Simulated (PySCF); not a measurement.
# GeH2SCl (SMILES [SH][GeH][Cl]): a chain of runs, part 1 of 3

We compute a structure relaxation (UHF/DZVP), then the harmonic vibrations, then a single-point energy (NEVPT2(7,7)/def2-mTZVP), then the vertical excitations (TDA-SCAN/6-31G) of GeH2SCl. The job is set up through a Python script.

Program for the calculation: PySCF 2.14.0.

## 1. Starting point

GeH2SCl: 5 atoms, total charge 0, spin state doublet. SMILES: `[SH][GeH][Cl]`. All atoms were displaced at random from a relaxed shape. The run starts from this shape.

Bond lengths: S1–Ge2 2.057 Å, Ge2–Cl3 2.176 Å, S1–H4 1.301 Å, Ge2–H5 1.387 Å. Angles: S1–Ge2–Cl3 109.4°, S1–Ge2–H5 109.3°, Cl3–Ge2–H5 104.7°, Ge2–S1–H4 93.1°.

## 2. A geometry optimisation at UHF/DZVP (run 1)

input.xyz reads:

```xyz
5
ClGeH2S
S     -1.388926     0.494547     0.235751
Ge     0.397292    -0.513131     0.397207
Cl     1.707847     0.074444    -1.236967
H     -1.556265     0.141965    -1.005268
H      1.056375    -0.095466     1.543865
```

calc.py reads:

```python
# [SH][GeH][Cl]
from pyscf import gto, scf
from pyscf.geomopt.geometric_solver import kernel as optimise

molecule = gto.M(
    atom='input.xyz',
    verbose=3,
    spin=1,
    basis='dzvp',
    max_memory=1860,
)

mf = scf.UHF(molecule)
mf = mf.newton()
converged, mol_eq = optimise(mf, maxsteps=100)
print('converged:', converged)
print(mol_eq.tostring())

mf.reset(mol_eq)
molecule = mol_eq
mf.kernel()
etot = mf.e_tot
print('E(%s) = %.9f' % ('HF', etot))
```

Command:

```sh
$ OMP_NUM_THREADS=1 python calc.py
```

The log of the run:

```text
maxiter                   100
----------------------------------------------------------
Custom engine selected.
Bonds will be generated from interatomic distances less than 1.20 times sum of covalent radii
15 internal coordinates being used (instead of 15 Cartesians)
Internal coordinate system (atoms numbered from 1):
Distance 1-2
Distance 1-4
Distance 2-3
Distance 2-5
Angle 2-1-4
Angle 1-2-3
Angle 1-2-5
Angle 3-2-5
Dihedral 4-1-2-3
Dihedral 4-1-2-5
Translation-X 1-5
Translation-Y 1-5
Translation-Z 1-5
Rotation-A 1-5
Rotation-B 1-5
Rotation-C 1-5
> ===== Optimization Info: ====
> Job type: Energy minimization
> Maximum number of optimization cycles: 100
> Initial / maximum trust radius (Angstrom): 0.100 / 0.300
> Convergence Criteria:
> Will converge when all 5 criteria are reached:
>  |Delta-E| < 1.00e-06
>  RMS-Grad  < 3.00e-04
>  Max-Grad  < 4.50e-04
>  RMS-Disp  < 1.20e-03
>  Max-Disp  < 1.80e-03
> === End Optimization Info ===

Geometry optimization cycle 1
Cartesian coordinates (Angstrom)
 Atom        New coordinates             dX        dY        dZ
   S  -1.388926   0.494547   0.235751    0.000000  0.000000  0.000000
  Ge   0.397292  -0.513131   0.397207    0.000000  0.000000  0.000000
  Cl   1.707847   0.074444  -1.236967    0.000000 -0.000000  0.000000
   H  -1.556265   0.141965  -1.005268    0.000000  0.000000  0.000000
   H   1.056375  -0.095466   1.543865    0.000000  0.000000  0.000000

WARN: Mole.unit (angstrom) is changed to Bohr

converged SCF energy = -2932.94011355158  <S^2> = 0.7559112  2S+1 = 2.0059025
--------------- SecondOrderUHF_Scanner gradients ---------------
         x                y                z
0 S     0.0545624518    -0.0345300622    -0.0071692343
1 Ge    -0.0247272311     0.0518458310     0.0453525222
2 Cl    -0.0050603513    -0.0007501544     0.0067718675
3 H     0.0076613488     0.0024104332     0.0155128170
4 H    -0.0324362183    -0.0189760475    -0.0604679724
----------------------------------------------
cycle 1: E = -2932.94011355  dE = -2932.94  norm(grad) = 0.122568
Step    0 : Gradient = 5.481e-02/7.319e-02 (rms/max) Energy = -2932.9401135516
Hessian Eigenvalues: 2.30000e-02 5.00000e-02 5.00000e-02 ... 2.40427e-01 2.87850e-01 2.98109e-01

Geometry optimization cycle 2
Cartesian coordinates (Angstrom)
 Atom        New coordinates             dX        dY        dZ
   S  -1.452419   0.494184   0.211611   -0.063493 -0.000363 -0.024140
  Ge   0.440940  -0.523257   0.383172    0.043648 -0.010126 -0.014035
  Cl   1.769900   0.061227  -1.257450    0.062053 -0.013217 -0.020483
   H  -1.679687   0.170059  -1.051247   -0.123422  0.028094 -0.045979
   H   1.137589  -0.099854   1.648503    0.081214 -0.004388  0.104638
converged SCF energy = -2932.95810180326  <S^2> = 0.75688693  2S+1 = 2.0068751
--------------- SecondOrderUHF_Scanner gradients ---------------
         x                y                z
0 S     0.0187111858    -0.0125386643    -0.0013778522
1 Ge    -0.0162577456     0.0158177516     0.0088404489
2 Cl    -0.0002917943    -0.0003495112     0.0007124530
3 H     0.0005397765     0.0011134264     0.0016982141
4 H    -0.0027014224    -0.0040430026    -0.0098732639
----------------------------------------------
cycle 2: E = -2932.9581018  dE = -0.0179883  norm(grad) = 0.035045
Step    1 : Displace = 9.692e-02/1.347e-01 (rms/max) Trust = 1.000e-01 (=) Grad = 1.567e-02/2.434e-02 (rms/max) E (change) = -2932.9581018033 (-1.799e-02) Quality = 0.913
Hessian Eigenvalues: 2.30089e-02 5.00000e-02 5.00000e-02 ... 2.58055e-01 2.68778e-01 3.02033e-01

Geometry optimization cycle 3
Cartesian coordinates (Angstrom)
 Atom        New coordinates             dX        dY        dZ
   S  -1.460470   0.512957   0.213401   -0.008051  0.018772  0.001790
  Ge   0.462981  -0.553577   0.364505    0.022041 -0.030320 -0.018667
  Cl   1.797250   0.064021  -1.261692    0.027350  0.002794 -0.004242
   H  -1.709351   0.167105  -1.043462   -0.029664 -0.002955  0.007785
   H   1.125912  -0.088146   1.661837   -0.011676  0.011709  0.013334
converged SCF energy = -2932.95987544694  <S^2> = 0.75770743  2S+1 = 2.0076926
--------------- SecondOrderUHF_Scanner gradients ---------------
         x                y                z
0 S     0.0048134738    -0.0025514057     0.0008947551
1 Ge    -0.0058303472     0.0018727075     0.0018473481
2 Cl     0.0005676909     0.0006173001    -0.0003244192
3 H     0.0009115399    -0.0000546069    -0.0000784778
4 H    -0.0004623574     0.0001160049    -0.0023392061
----------------------------------------------
cycle 3: E = -2932.95987545  dE = -0.00177364  norm(grad) = 0.00887357
Step    2 : Displace = 2.949e-02/4.194e-02 (rms/max) Trust = 1.414e-01 (+) Grad = 3.968e-03/6.396e-03 (rms/max) E (change) = -2932.9598754469 (-1.774e-03) Quality = 1.194
Hessian Eigenvalues: 2.23976e-02 5.00000e-02 5.00000e-02 ... 2.41056e-01 2.66167e-01 3.01931e-01

Geometry optimization cycle 4
Cartesian coordinates (Angstrom)
 Atom        New coordinates             dX        dY        dZ
   S  -1.466009   0.522707   0.205490   -0.005539  0.009750 -0.007911
  Ge   0.478814  -0.545244   0.358748    0.015833  0.008334 -0.005756
  Cl   1.816143   0.062531  -1.264877    0.018892 -0.001490 -0.003186
   H  -1.740688   0.160920  -1.041702   -0.031337 -0.006185  0.001760
   H   1.128064  -0.098555   1.676929    0.002152 -0.010409  0.015093
converged SCF energy = -2932.96006968041  <S^2> = 0.75780281  2S+1 = 2.0077876
--------------- SecondOrderUHF_Scanner gradients ---------------
         x                y                z
0 S     0.0001697050    -0.0005867318    -0.0000909472
1 Ge    -0.0006132597     0.0004710509     0.0007487630
2 Cl     0.0002861925     0.0000060950    -0.0006318867
3 H    -0.0000207132     0.0002788283    -0.0001594444
4 H     0.0001780753    -0.0001692425     0.0001335153
----------------------------------------------
cycle 4: E = -2932.96006968  dE = -0.000194233  norm(grad) = 0.00148423
Step    3 : Displace = 2.133e-02/3.200e-02 (rms/max) Trust = 2.000e-01 (+) Grad = 6.638e-04/1.076e-03 (rms/max) E (change) = -2932.9600696804 (-1.942e-04) Quality = 1.020
Hessian Eigenvalues: 1.99003e-02 5.00000e-02 5.00000e-02 ... 2.40972e-01 2.68438e-01 3.02401e-01

Geometry optimization cycle 5
Cartesian coordinates (Angstrom)
 Atom        New coordinates             dX        dY        dZ
   S  -1.462555   0.530276   0.203604    0.003454  0.007570 -0.001886
  Ge   0.479638  -0.547440   0.354479    0.000824 -0.002196 -0.004270
  Cl   1.821504   0.064796  -1.261102    0.005362  0.002265  0.003776
   H  -1.747760   0.154608  -1.037034   -0.007071 -0.006312  0.004668
   H   1.125495  -0.099881   1.674641   -0.002569 -0.001327 -0.002289
converged SCF energy = -2932.96008503008  <S^2> = 0.75782343  2S+1 = 2.0078082
--------------- SecondOrderUHF_Scanner gradients ---------------
         x                y                z
0 S    -0.0003424123     0.0000137805    -0.0000190866
1 Ge     0.0001206765    -0.0003473902     0.0000319834
2 Cl    -0.0000176785     0.0000272133    -0.0001596975
3 H     0.0000893938     0.0001592861    -0.0000822046
4 H     0.0001500204     0.0001471104     0.0002290052
----------------------------------------------
cycle 5: E = -2932.96008503  dE = -1.53497e-05  norm(grad) = 0.000646014
Step    4 : Displace = 7.346e-03/1.049e-02 (rms/max) Trust = 2.828e-01 (+) Grad = 2.889e-04/3.691e-04 (rms/max) E (change) = -2932.9600850301 (-1.535e-05) Quality = 1.337
Hessian Eigenvalues: 9.88773e-03 5.00000e-02 5.00000e-02 ... 2.58801e-01 2.69255e-01 3.02436e-01

Geometry optimization cycle 6
Cartesian coordinates (Angstrom)
 Atom        New coordinates             dX        dY        dZ
   S  -1.458441   0.539833   0.200518    0.004114  0.009556 -0.003086
  Ge   0.479986  -0.545833   0.349626    0.000348  0.001607 -0.004853
  Cl   1.829792   0.067260  -1.257298    0.008288  0.002464  0.003804
   H  -1.757917   0.145386  -1.030859   -0.010158 -0.009222  0.006175
   H   1.122903  -0.104287   1.672601   -0.002592 -0.004406 -0.002040
converged SCF energy = -2932.96009458453  <S^2> = 0.75777428  2S+1 = 2.0077592
--------------- SecondOrderUHF_Scanner gradients ---------------
         x                y                z
0 S    -0.0004679496     0.0002414564     0.0000073918
1 Ge     0.0005104566    -0.0004398613    -0.0002087738
2 Cl    -0.0001949193    -0.0000186890     0.0001337628
3 H     0.0001104124     0.0000619827    -0.0000263833
4 H     0.0000420000     0.0001551112     0.0000940025
----------------------------------------------
cycle 6: E = -2932.96009458  dE = -9.55445e-06  norm(grad) = 0.000939461
Step    5 : Displace = 9.895e-03/1.494e-02 (rms/max) Trust = 3.000e-01 (+) Grad = 4.201e-04/7.054e-04 (rms/max) E (change) = -2932.9600945845 (-9.554e-06) Quality = 1.455
Hessian Eigenvalues: 5.15177e-03 5.00000e-02 5.00000e-02 ... 2.49164e-01 2.82539e-01 3.06745e-01

Geometry optimization cycle 7
Cartesian coordinates (Angstrom)
 Atom        New coordinates             dX        dY        dZ
   S  -1.453858   0.549890   0.196745    0.004583  0.010057 -0.003774
  Ge   0.479797  -0.542469   0.344604   -0.000190  0.003364 -0.005022
  Cl   1.839815   0.069787  -1.253773    0.010023  0.002527  0.003525
   H  -1.769689   0.135123  -1.023813   -0.011772 -0.010263  0.007046
   H   1.120259  -0.109973   1.670825   -0.002644 -0.005686 -0.001775
converged SCF energy = -2932.96010037619  <S^2> = 0.75769529  2S+1 = 2.0076805
--------------- SecondOrderUHF_Scanner gradients ---------------
         x                y                z
0 S    -0.0002614498     0.0001914508     0.0000086831
1 Ge     0.0004379858    -0.0001857276    -0.0001378080
2 Cl    -0.0001803633    -0.0000400783     0.0001927567
3 H     0.0000604937    -0.0000081925     0.0000124835
4 H    -0.0000566664     0.0000425477    -0.0000761153
----------------------------------------------
cycle 7: E = -2932.96010038  dE = -5.79166e-06  norm(grad) = 0.0006606
Step    6 : Displace = 1.121e-02/1.702e-02 (rms/max) Trust = 3.000e-01 (=) Grad = 2.954e-04/4.953e-04 (rms/max) E (change) = -2932.9601003762 (-5.792e-06) Quality = 1.207
Hessian Eigenvalues: 4.77578e-03 5.00000e-02 5.00000e-02 ... 2.41236e-01 2.74708e-01 3.04002e-01

Geometry optimization cycle 8
Cartesian coordinates (Angstrom)
 Atom        New coordinates             dX        dY        dZ
   S  -1.452810   0.551926   0.195808    0.001048  0.002037 -0.000937
  Ge   0.479459  -0.541201   0.343617   -0.000338  0.001268 -0.000987
  Cl   1.842468   0.070294  -1.253324    0.002654  0.000507  0.000450
   H  -1.772620   0.132839  -1.022249   -0.002931 -0.002284  0.001563
   H   1.119826  -0.111500   1.670736   -0.000433 -0.001527 -0.000089
converged SCF energy = -2932.96010120533  <S^2> = 0.75767425  2S+1 = 2.0076596
--------------- SecondOrderUHF_Scanner gradients ---------------
         x                y                z
0 S    -0.0000690540     0.0000565667    -0.0000016759
1 Ge     0.0001559781    -0.0000235751    -0.0000173784
2 Cl    -0.0000641534    -0.0000184917     0.0000732015
3 H     0.0000161001    -0.0000073966     0.0000094929
4 H    -0.0000388709    -0.0000071033    -0.0000636402
----------------------------------------------
cycle 8: E = -2932.96010121  dE = -8.29147e-07  norm(grad) = 0.000221336
Step    7 : Displace = 2.649e-03/4.010e-03 (rms/max) Trust = 3.000e-01 (=) Grad = 9.898e-05/1.587e-04 (rms/max) E (change) = -2932.9601012053 (-8.291e-07) Quality = 1.210
Hessian Eigenvalues: 5.24292e-03 4.99999e-02 5.00000e-02 ... 2.34881e-01 2.58045e-01 3.00780e-01

Geometry optimization cycle 9
Cartesian coordinates (Angstrom)
 Atom        New coordinates             dX        dY        dZ
   S  -1.452817   0.551776   0.195818   -0.000007 -0.000151  0.000010
  Ge   0.479318  -0.541022   0.343671   -0.000141  0.000179  0.000054
  Cl   1.842637   0.070277  -1.253523    0.000169 -0.000017 -0.000199
   H  -1.772747   0.132877  -1.022284   -0.000127  0.000038 -0.000035
   H   1.119932  -0.111549   1.670906    0.000106 -0.000048  0.000170
converged SCF energy = -2932.96010128594  <S^2> = 0.75767206  2S+1 = 2.0076574
--------------- SecondOrderUHF_Scanner gradients ---------------
         x                y                z
0 S    -0.0000050887     0.0000033557    -0.0000023816
1 Ge     0.0000200710     0.0000081182     0.0000116332
2 Cl    -0.0000070231    -0.0000027132     0.0000072500
3 H     0.0000014173    -0.0000009603     0.0000021804
4 H    -0.0000093764    -0.0000078003    -0.0000186820
----------------------------------------------
cycle 9: E = -2932.96010129  dE = -8.06044e-08  norm(grad) = 3.55193e-05
Step    8 : Displace = 2.026e-04/2.591e-04 (rms/max) Trust = 3.000e-01 (=) Grad = 1.588e-05/2.458e-05 (rms/max) E (change) = -2932.9601012859 (-8.060e-08) Quality = 1.101
Hessian Eigenvalues: 5.24292e-03 4.99999e-02 5.00000e-02 ... 2.34881e-01 2.58045e-01 3.00780e-01
Converged! =D

converged: True
S          -1.45281709        0.55177552        0.19581808
Ge          0.47931814       -0.54102218        0.34367097
Cl          1.84263730        0.07027715       -1.25352278
H          -1.77274749        0.13287703       -1.02228419
H           1.11993214       -0.11154853        1.67090592

converged SCF energy = -2932.96010128577  <S^2> = 0.75767217  2S+1 = 2.0076575
E(HF) = -2932.960101286
```

Wall time 45 s (1 thread of Arm Neoverse V1, shared host); peak memory 0.15 GiB.

Step by step:

```
step  energy from the first frame kept (eV)  largest force (eV/Å)
   0                                 0.0000                3.7634
   1                                -0.4895                1.2519
   2                                -0.5377                0.3289
   3                                -0.5430                0.0554
   4                                -0.5435                0.0190
   5                                -0.5437                0.0363
   6                                -0.5439                0.0255
   7                                -0.5439                0.0082
   8                                -0.5439                0.0013
```

After the run. Bond lengths: S1–Ge2 2.225 Å, Ge2–Cl3 2.187 Å, S1–H4 1.327 Å, Ge2–H5 1.535 Å. Angles: S1–Ge2–Cl3 110.8°, S1–Ge2–H5 106.4°, Cl3–Ge2–H5 107.0°, Ge2–S1–H4 96.6°.

## 3. Vibrational wavenumbers at UHF/DZVP (run 2)

geometry.xyz reads:

```xyz
5

S     -1.824911     0.686077     0.284049
Ge     0.107224    -0.406721     0.431902
Cl     1.470543     0.204578    -1.165292
H     -2.144841     0.267178    -0.934053
H      0.747838     0.022752     1.759137
```

calc.py reads:

```python
from pyscf import gto, symm
from pyscf.hessian import thermo

mol = gto.Mole()
mol.atom = 'geometry.xyz'
mol.basis = 'dzvp'
mol.spin = 1
mol.max_memory = 1860
mol.verbose = 3
mol.build()

hf = mol.UHF()
hf = hf.newton()
hf.kernel()

etot = hf.e_tot
print('E(%s) = %.9f' % ('HF', etot))
hess = hf.Hessian().kernel()
modes = thermo.harmonic_analysis(mol, hess)
thermo.dump_normal_mode(mol, modes)
symm.geom.TOLERANCE = 1e-3  # for the symmetry number
th = thermo.thermo(hf, modes['freq_au'], 298.15, 101325)
thermo.dump_thermo(mol, th)
```

Command:

```sh
$ OMP_NUM_THREADS=1 python calc.py
```

The log of the run:

```text
converged SCF energy = -2932.96010128574  <S^2> = 0.75767216  2S+1 = 2.0076575
E(HF) = -2932.960101286
Mode                                 0                   1                   2
Irrep
Freq [cm^-1]                      131.2662            221.6945            398.9740
Reduced mass [au]                   5.1685              1.2726             32.7025
Force const [Dyne/A]                0.0525              0.0369              3.0671
Char temp [K]                     188.8628            318.9690            574.0348
Normal mode                   x     y     z       x     y     z       x     y     z
       0   S                -0.05 -0.02  0.07   -0.04 -0.04  0.03   -0.07  0.04 -0.01
       1  Ge                -0.01  0.03 -0.04    0.00  0.02 -0.01   -0.00 -0.04  0.05
       2  Cl                 0.09 -0.04  0.01    0.02 -0.03 -0.01    0.07  0.03 -0.09
       3   H                -0.27 -0.24  0.20    0.40  0.71 -0.34   -0.06  0.00  0.00
       4   H                -0.02  0.04 -0.04   -0.02  0.00  0.01    0.03 -0.00  0.02
Mode                                 3                   4                   5
Irrep
Freq [cm^-1]                      420.7628            587.9357            703.7944
Reduced mass [au]                  22.3173              1.0582              1.0395
Force const [Dyne/A]                2.3279              0.2155              0.3034
Char temp [K]                     605.3839            845.9086           1012.6035
Normal mode                   x     y     z       x     y     z       x     y     z
       0   S                 0.10 -0.06  0.01   -0.02 -0.00 -0.01    0.01 -0.01 -0.00
       1  Ge                -0.07  0.02  0.02    0.00  0.02  0.00    0.01  0.01  0.00
       2  Cl                 0.04  0.02 -0.05   -0.00 -0.01 -0.01   -0.01 -0.00 -0.02
       3   H                 0.12 -0.05  0.00    0.28 -0.24 -0.00   -0.30  0.14  0.03
       4   H                -0.06 -0.01  0.02    0.24 -0.85  0.16   -0.76 -0.25  0.46
Mode                                 6                   7                   8
Irrep
Freq [cm^-1]                      885.5569           2193.1192           2894.7164
Reduced mass [au]                   1.0714              1.0217              1.0385
Force const [Dyne/A]                0.4950              2.8952              5.1268
Char temp [K]                    1274.1192           3155.4102           4164.8525
Normal mode                   x     y     z       x     y     z       x     y     z
       0   S                 0.02 -0.02 -0.02   -0.00  0.00  0.00    0.01  0.01  0.03
       1  Ge                -0.00  0.01  0.01    0.01  0.00  0.01   -0.00  0.00  0.00
       2  Cl                -0.00 -0.00  0.00   -0.00  0.00 -0.00    0.00  0.00 -0.00
       3   H                -0.71  0.45  0.01    0.01  0.00  0.00   -0.24 -0.31 -0.90
       4   H                 0.40 -0.25 -0.11   -0.42 -0.27 -0.85   -0.00 -0.00 -0.00
temperature 298.1500 [K]
pressure 101325.00 [Pa]
Rotational constants [GHz] 8.21853 2.21896 1.78233
Symmetry number 1
Zero-point energy (ZPE) 0.01922 [Eh]   50469.372 [J/mol]
                           tot       elec      trans        rot        vib
Entropy [J/mol/K]       320.025      5.763    170.567    111.689     32.005
Cv [J/mol/K]             62.738      0.000     12.472     12.472     37.794
Cp [J/mol/K]             71.052      0.000     20.786     12.472     37.794
Internal energy [J/mol]                      3718.434   3718.434  56085.860
Internal energy [Eh]   -2932.93591  -2932.96010
Enthalpy [J/mol]                             6197.391   3718.434  56085.860
Enthalpy [Eh]          -2932.93496
Gibbs free energy [J/mol]                  -44657.176 -29581.763  46543.527
Gibbs free energy [Eh] -2932.97130
```

Run time: 43 s. Hardware: 1 thread of Arm Neoverse V1, shared host; peak memory 0.15 GiB.

(Continued in part 2 of 3.)
